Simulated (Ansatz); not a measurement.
**C10H18O2: one species, many methods**

An exercise on one series of results from a longer session: the logs are not shown, and one member is left open.

Computed with Ansatz 0.2.0, Gaussian basis. Level: functionals in def2-TZVPP, the program's frozen cores in correlated methods.

The runs, in order: LDA (SPW92), PBE-D4, revPBE-D4, BLYP-D4, r2SCAN-D4, B97M-V, PBE0-D4, B3LYP-D4, r2SCANh-D4, r2SCAN0-D4, HSE06-D4, BHLYP-D4, CAM-B3LYP-D4, LC-ωPBE, ωB97X-V, ωB97M-V, B2PLYP, PBE-QIDH; CCSD(T)/def2-SVP; CCSD(T)/def2-TZVPP; MP2/def2-QZVPP; extrapolation to the limit; RPA on PBE.

### The relaxed structure

The geometry comes from an earlier relaxation with PBE0-D4 in a triple-zeta def2 set; it is a stationary point, not always the lowest conformer.

SMILES `CC(C)/C(O)=C/C(=O)C(C)(C)C`, 30 atoms, charge 0, spin multiplicity 1.

Atoms are counted from 1 here; the program's logs count them from 0.

Bond lengths: C1–C2 1.530 Å, C1–H13 1.090 Å, C1–H14 1.093 Å, C1–H15 1.092 Å, C2–C3 1.518 Å, C2–C4 1.499 Å, C2–H16 1.097 Å, C3–H17 1.092 Å, C3–H18 1.093 Å, C3–H19 1.092 Å, C4–O5 1.313 Å, C4–C6 1.367 Å, O5–H20 1.017 Å, C6–C7 1.434 Å, C6–H21 1.078 Å, C7–O8 1.242 Å, C7–C9 1.525 Å, C9–C10 1.522 Å and more. Angles: C2–C1–H13 111.1°, C2–C1–H14 110.5°, C2–C1–H15 110.2°, H13–C1–H14 108.4°, H13–C1–H15 108.6°, H14–C1–H15 108.1°, C1–C2–C3 111.4°, C1–C2–C4 109.4°, C1–C2–H16 107.6°, C3–C2–C4 114.1°, C3–C2–H16 108.9°, C4–C2–H16 105.1°, C2–C3–H17 111.9°, C2–C3–H18 111.3°, C2–C3–H19 109.8°, H17–C3–H18 108.3°, H17–C3–H19 108.0°, H18–C3–H19 107.4° and more.

The first run:

Contents of in.yaml:

```yaml
crystal:
  periodic: [false, false, false]
  atoms:
    - {symbol: C, position_ang: [-3.671873, -0.512591, -0.830539]}
    - {symbol: C, position_ang: [-2.865602, 0.213907, 0.247299]}
    - {symbol: C, position_ang: [-2.752218, -0.619142, 1.511214]}
    - {symbol: C, position_ang: [-1.547869, 0.645363, -0.322351]}
    - {symbol: O, position_ang: [-1.656084, 1.535556, -1.281547]}
    - {symbol: C, position_ang: [-0.327624, 0.173178, 0.072860]}
    - {symbol: C, position_ang: [0.865359, 0.644785, -0.568341]}
    - {symbol: O, position_ang: [0.810800, 1.485942, -1.480935]}
    - {symbol: C, position_ang: [2.218384, 0.104167, -0.119082]}
    - {symbol: C, position_ang: [3.328987, 0.739111, -0.943717]}
    - {symbol: C, position_ang: [2.418898, 0.440590, 1.361250]}
    - {symbol: C, position_ang: [2.236934, -1.414582, -0.312406]}
    - {symbol: H, position_ang: [-3.766105, 0.097411, -1.728963]}
    - {symbol: H, position_ang: [-3.185904, -1.453680, -1.102071]}
    - {symbol: H, position_ang: [-4.673093, -0.743039, -0.460333]}
    - {symbol: H, position_ang: [-3.393188, 1.146763, 0.483368]}
    - {symbol: H, position_ang: [-2.182224, -0.105273, 2.287928]}
    - {symbol: H, position_ang: [-2.271435, -1.580598, 1.311775]}
    - {symbol: H, position_ang: [-3.747946, -0.828376, 1.907127]}
    - {symbol: H, position_ang: [-0.700620, 1.716535, -1.578259]}
    - {symbol: H, position_ang: [-0.269714, -0.554334, 0.866067]}
    - {symbol: H, position_ang: [3.206745, 0.521838, -2.005782]}
    - {symbol: H, position_ang: [3.335166, 1.824083, -0.830537]}
    - {symbol: H, position_ang: [4.296741, 0.349595, -0.618018]}
    - {symbol: H, position_ang: [3.395783, 0.076744, 1.690596]}
    - {symbol: H, position_ang: [2.387206, 1.520176, 1.526522]}
    - {symbol: H, position_ang: [1.658052, -0.021216, 1.993347]}
    - {symbol: H, position_ang: [2.071821, -1.679565, -1.359483]}
    - {symbol: H, position_ang: [3.211227, -1.810111, -0.013309]}
    - {symbol: H, position_ang: [1.473797, -1.913738, 0.287620]}
basis:
  gaussian: {orbitals: def2-TZVPP}
hamiltonian: {xc: lda}
output: {orbitals: {seedname: orbitals}}
```

On the command line:

```console
> ansatz run in.yaml --threads 11 --pin off --events-out ev --progress --plain --max-ram 166912MiB --backend cuda --devices 0, --max-vram 75GiB
```

Among the steps run: LDA; PBE-D4 (GGA); revPBE-D4 (GGA); BLYP-D4 (GGA); r2SCAN-D4 (meta-GGA); B97M-V (meta-GGA); B3LYP-D4 (hybrid); r2SCANh-D4 (hybrid); r2SCAN0-D4 (hybrid); HSE06-D4 (hybrid); BHLYP-D4 (hybrid); CAM-B3LYP-D4 (range-separated); LC-ωPBE (range-separated); ωB97X-V (range-separated); ωB97M-V (range-separated); B2PLYP (double hybrid); PBE-QIDH (double hybrid).

One table of the session follows, with a row left open; its other results are not shown here.

It belongs to the step «Orbital energies across the functionals». 

```
  functional  HOMO (eV)  gap (eV)
 LDA (SPW92)      -5.97      3.62
      PBE-D4      -5.75      3.68
   revPBE-D4      -5.66      3.69
     BLYP-D4      -5.66      3.72
   r2SCAN-D4      -6.02      4.10
      B97M-V      -6.05      4.21
     PBE0-D4      -6.91      5.76
    B3LYP-D4      -6.71      5.35
  r2SCANh-D4      -6.43      4.86
  r2SCAN0-D4      -7.06      6.01
    HSE06-D4      -6.51      4.99
    BHLYP-D4      -7.90      7.86
CAM-B3LYP-D4      -8.20      8.17
     LC-ωPBE      -9.46     10.55
     ωB97X-V          ?         ?
     ωB97M-V      -9.07     10.04
```

Q: Estimate the row for ωB97X-V from the others.

The run gave: HOMO (eV): -9.14; gap (eV): 10.19. In the column «HOMO (eV)» it lies between LC-ωPBE (-9.46) and ωB97M-V (-9.07).
